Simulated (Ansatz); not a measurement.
# Zr2Si4GePd: the cost of one run

Program: Ansatz 0.2.0. Level of theory: DFT PBE, scalar-relativistic, plane waves, PAW, unless a step names another level. These are calculated values, not measurements.

17 further runs of the same task are left out: 1 that didn't finish, 16 set aside as unsound or not needed. Runs told in other sessions of the task aren't counted.

## Step 1: The formula and the candidates

Pauling electronegativities: Zr 1.33, Si 1.90, Ge 2.01, Pd 2.20 (spread 0.87). No set of common oxidation states balances it. Tabulated atomic sizes suggest about 15 Å³/atom. 20 candidates were drawn, by swapping species into database cells of other compounds, at random by space group and Wyckoff sites, or by hand, as the table says:

```tsv
name	made from	space group no.	Wyckoff sites	atoms (primitive cell)	V (Å³/atom)
c01	built by hand: CeNiSi2, polar Pd/Ge order	38	Zr 2a, 2b; Si 2a, 2b, 2a, 2b; Ge 2b; Pd 2a	8	15.3
c02	random	139	Zr 4c; Si 8h; Ge 2b; Pd 2a	8	19.2
c03	random	216	Zr 4c, 4d; Si 16e; Ge 4a; Pd 4b	8	16.0
c04	database cell of NdBi2BrO4	123	Zr 2h; Si 4i; Ge 1a; Pd 1b	8	14.2
c05	random	216	Zr 4b, 4a; Si 16e; Ge 4d; Pd 4c	8	16.1
c06	database cell of K2SnHgSe4	121	Zr 4c; Si 8i; Ge 2b; Pd 2a	8	16.2
c07	random	183	Zr 2b; Si 3c, 1a; Ge 1a; Pd 1a	8	17.6
c08	built by hand: CeNiSi2, alternating Pd and Ge slabs	59	Zr 2b, 2a; Si 2a, 2b, 2b, 2a; Ge 2a; Pd 2b	16	15.3
c09	random	216	Zr 4d, 4a; Si 16e; Ge 4b; Pd 4c	8	16.6
c10	built by hand: TiAl3 (D022), ordered quaternary	123	Zr 1d, 1a; Si 4i; Ge 1b; Pd 1c	8	15.3
c11	random	191	Zr 2c; Si 4h; Ge 1a; Pd 1b	8	15.5
c12	built by hand: CeNiSi2, antipolar Pd/Ge order	51	Zr 2e, 2f; Si 2e, 2f, 2f, 2e; Ge 2f; Pd 2e	16	15.3
c13	random	191	Zr 2e; Si 4h; Ge 1b; Pd 1a	8	16.7
c14	random	216	Zr 4c, 4d; Si 16e; Ge 4b; Pd 4a	8	15.7
c15	database cell of Ba2CuHgO4	123	Zr 2h; Si 2g, 2e; Ge 1a; Pd 1b	8	16.3
c16	database cell of MnTl2GeTe4	121	Zr 4c; Si 8i; Ge 2a; Pd 2b	8	16.8
c17	random	123	Zr 1d, 1b; Si 4i; Ge 1c; Pd 1a	8	15.8
c18	random	216	Zr 4a, 4b; Si 16e; Ge 4c; Pd 4d	8	19.1
c19	database cell of Fe2CuNiPt4	99	Zr 1a, 1a; Si 1b, 1b, 1b, 1b; Ge 1a; Pd 1a	8	16.1
c20	random	123	Zr 1a, 1d; Si 4o; Ge 1b; Pd 1c	8	17.5
```

## Step 2: Screening run of c05

The input, input.yaml:

```yaml
crystal:
  lattice:
    - [0.0, 4.00910398, 4.00910398]
    - [4.00910398, 0.0, 4.00910398]
    - [4.00910398, 4.00910398, 0.0]
  atoms:
    - { symbol: Zr, position: [0.5, 0.5, 0.5] }
    - { symbol: Zr, position: [0.0, 0.0, 0.0] }
    - { symbol: Si, position: [0.64370496, 0.64370496, 0.64370496] }
    - { symbol: Si, position: [0.64370496, 0.64370496, 0.06888512] }
    - { symbol: Si, position: [0.64370496, 0.06888512, 0.64370496] }
    - { symbol: Si, position: [0.06888512, 0.64370496, 0.64370496] }
    - { symbol: Ge, position: [0.25, 0.25, 0.25] }
    - { symbol: Pd, position: [0.75, 0.75, 0.75] }
basis:
  ecutwfc: 420
kpoints:
  mp_grid: { grid: [4, 4, 4] }
hamiltonian:
  xc: pbe
scf:
  occupations: { method: gaussian, width: 0.2 }
  lower_state_search: "off"
output:
  forces: true
  stress: true
  eigenvalues: true
relax:
  adjacent_minimum: "off"
  f_tol: 0.08
  max_steps: 16
  cell: { stress_tol: 0.8 }
```

Launch:

```console
ansatz run input.yaml --threads 1 --pin off --max-ram 2560MiB --backend cpu --events-out ev --progress --plain --runs-dir out
```

**Question.** How long does this run take on 1 thread of Intel Xeon Platinum 8488C (Sapphire Rapids), shared host, and how much memory does it need?

About 63 s, with a peak of 0.61 GiB.
